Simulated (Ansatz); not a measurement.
# C2H7AlBFO: one species, many methods

Aim: compute C2H7AlBFO with functionals from several rungs and with coupled cluster. The yardstick is the atomisation energy at the CCSD(T) limit.

Computed with Ansatz 0.2.0, Gaussian basis. Level: functionals in def2-TZVPP, the program's frozen cores in correlated methods.

Plan: PBE-D4, r2SCAN-D4, PBE0-D4, B3LYP-D4, ωB97X-V, ωB97M-V, B2PLYP; CCSD(T)/def2-TZVPP; MP2/def2-QZVPP; extrapolation to the limit.

### Step 1. The geometry

An earlier PBE0-D4 in a triple-zeta def2 set relaxation fixed the geometry.

13 atoms, charge 0, spin multiplicity 1.

Atoms are counted from 1 here; the program's logs count them from 0.

Bond lengths: B1–C2 1.733 Å, B1–F5 1.536 Å, B1–H7 1.203 Å, B1–H8 1.200 Å, C2–C3 1.406 Å, C2–H9 1.094 Å, C2–H10 1.088 Å, C3–O4 1.305 Å, C3–Al6 2.056 Å, O4–H11 0.972 Å, F5–Al6 1.859 Å, Al6–H12 1.585 Å, Al6–H13 1.582 Å. Angles: C2–B1–F5 101.9°, C2–B1–H7 114.6°, C2–B1–H8 106.4°, F5–B1–H7 107.3°, F5–B1–H8 109.5°, H7–B1–H8 116.1°, B1–C2–C3 90.9°, B1–C2–H9 112.2°, B1–C2–H10 101.3°, C3–C2–H9 119.0°, C3–C2–H10 115.7°, H9–C2–H10 113.7°, C2–C3–O4 121.3°, C2–C3–Al6 112.0°, O4–C3–Al6 124.5°, C3–O4–H11 111.6°, B1–F5–Al6 109.4°, C3–Al6–F5 82.9° and more.

### Step 2. PBE-D4 (GGA)

in.yaml

```yaml
crystal:
  periodic: [false, false, false]
  atoms:
    - {symbol: B, position_ang: [0.286743, -0.922781, -0.977492]}
    - {symbol: C, position_ang: [0.705695, -0.694573, 0.688552]}
    - {symbol: C, position_ang: [-0.353714, 0.215159, 0.852216]}
    - {symbol: O, position_ang: [-1.416178, -0.097194, 1.543010]}
    - {symbol: F, position_ang: [0.556869, 0.469403, -1.566358]}
    - {symbol: Al, position_ang: [-0.258120, 1.758329, -0.502658]}
    - {symbol: H, position_ang: [-0.873763, -1.173824, -1.172651]}
    - {symbol: H, position_ang: [1.079216, -1.706273, -1.422303]}
    - {symbol: H, position_ang: [0.690533, -1.633077, 1.250404]}
    - {symbol: H, position_ang: [1.695887, -0.253400, 0.601625]}
    - {symbol: H, position_ang: [-1.304040, -0.942309, 2.010303]}
    - {symbol: H, position_ang: [0.861790, 2.818431, -0.134210]}
    - {symbol: H, position_ang: [-1.650719, 2.127307, -1.155738]}
basis:
  gaussian: {orbitals: def2-TZVPP}
hamiltonian: {xc: pbe, dispersion: d4}
output: {forces: true, orbitals: {seedname: orbitals}}
```

On the command line:

```console
ansatz run in.yaml --threads 4 --pin off --events-out ev --progress --plain --max-ram 10444MiB
```

Further steps of the session: r2SCAN-D4 (meta-GGA); PBE0-D4 (hybrid); B3LYP-D4 (hybrid); ωB97X-V (range-separated); ωB97M-V (range-separated); B2PLYP (double hybrid); CCSD(T) in def2-TZVPP; MP2 in def2-QZVPP.

Q: Predict the results of all the runs planned. Wanted: atomisation energy, CCSD(T)/CBS; farthest; mean size of error, hybrid; mean size of error, range-separated; gap, smallest and largest; T1 diagnostic; triples share of the correlation energy.

As calculated:

```
                               quantity                                 value
        atomisation energy, CCSD(T)/CBS                         4756.9 kJ/mol
 functionals within 23.8 kJ/mol (0.5 %)            PBE0-D4, B3LYP-D4, ωB97X-V
                               farthest                 PBE-D4 (+94.9 kJ/mol)
             mean size of error, hybrid                            2.8 kJ/mol
    mean size of error, range-separated                           21.7 kJ/mol
              gap, smallest and largest  3.87 eV (PBE-D4), 10.86 eV (ωB97X-V)
                          T1 diagnostic                                0.0144
triples share of the correlation energy                                 3.6 %
```

**Reading.** PBE-D4 misses by +94.9 kJ/mol. Double hybrids carry the basis error of their MP2 part in triple zeta, and no dispersion term here, so their miss is partly the set-up's. The reference freezes the cores and leaves out relativity and excitations past (T), so misses under about 23.8 kJ/mol can't be ranked. Hartree-Fock recovers 74 % of the binding; the rest is correlation. Orbital gaps span 3.9 to 10.9 eV; exact exchange widens them.
